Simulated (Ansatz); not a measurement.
H₅O₂Si₂, SMILES O[SiH][SiH2]O, a rigid scan of one bond length

Computed with Ansatz 0.2.0 through its Python package.

`h5o2si2_scan.py`:
```python
"""Potential curve of H5O2Si2 along one bond."""

import ansatz as az
import numpy as np

GEOMETRY = """
O     0.02440    1.94300   -0.62940
Si   -0.03220    1.13540    0.79230
Si    0.45960   -1.10090    0.38150
O    -0.12370   -1.57790   -1.04100
H    -0.83920    2.46200   -0.87270
H    -1.40130    1.27840    1.34220
H     1.98950   -1.25020    0.27240
H     0.03970   -1.94270    1.49530
H    -0.02840   -0.99320   -1.75790
"""

h5o2si2 = az.Crystal.molecule()
for line in GEOMETRY.strip().splitlines():
    symbol, *xyz = line.split()
    h5o2si2 = h5o2si2.atom(symbol, [float(v) for v in xyz])

symbols = [site.symbol for site in h5o2si2.cartesian_sites]
start = np.array([site.position_ang for site in h5o2si2.cartesian_sites])
axis = (start[5] - start[1]) / np.linalg.norm(start[5] - start[1])
moving = [5]
lengths, energies = [1.304, 1.364, 1.423, 1.482, 1.542, 1.601, 1.66, 1.749], []
for length in lengths:
    xyz = start.copy()
    xyz[moving] += (length - np.linalg.norm(start[5] - start[1])) * axis
    point = az.Crystal.molecule()
    for symbol, xyz in zip(symbols, xyz):
        point = point.atom(symbol, xyz.tolist())
    model = point.calculation().basis(gaussian="def2-SVP").functional("r2scan").spin("collinear", total=1)
    r = model.run().report
    energies.append(r["free_energy_ev"])
    print(f"r = {length:6.3f} A  E = {energies[-1]:.5f} eV  <S^2> = {abs(r['mean_field']['state']['spin_squared']):.3f}")

# quartic fit about the minimum
fit = np.polynomial.Polynomial.fit(lengths, np.array(energies) - min(energies), 4).convert()
roots = [r.real for r in fit.deriv().roots() if abs(r.imag) < 1e-9 and fit.deriv(2)(r.real) > 0]
r_e = min(roots, key=lambda r: abs(r - lengths[int(np.argmin(energies))]))
print(f"minimum of the fit at {r_e:.4f} A, force constant {fit.deriv(2)(r_e):.2f} eV/A^2")
```

Output of `python h5o2si2_scan.py`:
```text
r =  1.304 A  E = -19918.68530 eV  <S^2> = 0.755
r =  1.364 A  E = -19918.94558 eV  <S^2> = 0.755
r =  1.423 A  E = -19919.09431 eV  <S^2> = 0.755
r =  1.482 A  E = -19919.16026 eV  <S^2> = 0.755
r =  1.542 A  E = -19919.16183 eV  <S^2> = 0.755
r =  1.601 A  E = -19919.11422 eV  <S^2> = 0.755
r =  1.660 A  E = -19919.02987 eV  <S^2> = 0.755
r =  1.749 A  E = -19918.85337 eV  <S^2> = 0.755
minimum of the fit at 1.5126 A, force constant 15.93 eV/A^2
```

Reading the output:
- Total energies depend on the basis set; only differences at equal settings carry meaning.
- The rest of the molecule is held rigid at a force-field or estimated start geometry, and the basis set is modest; single-reference methods fail as a bond breaks.
- The species is open-shell (spin multiplicity 2).
- Hardware and time: 59 s on 1 thread of Arm Neoverse V2, on a shared host, peak memory 0.27 GiB.

(Lines on the test bed's own set-up are left out of the output.)
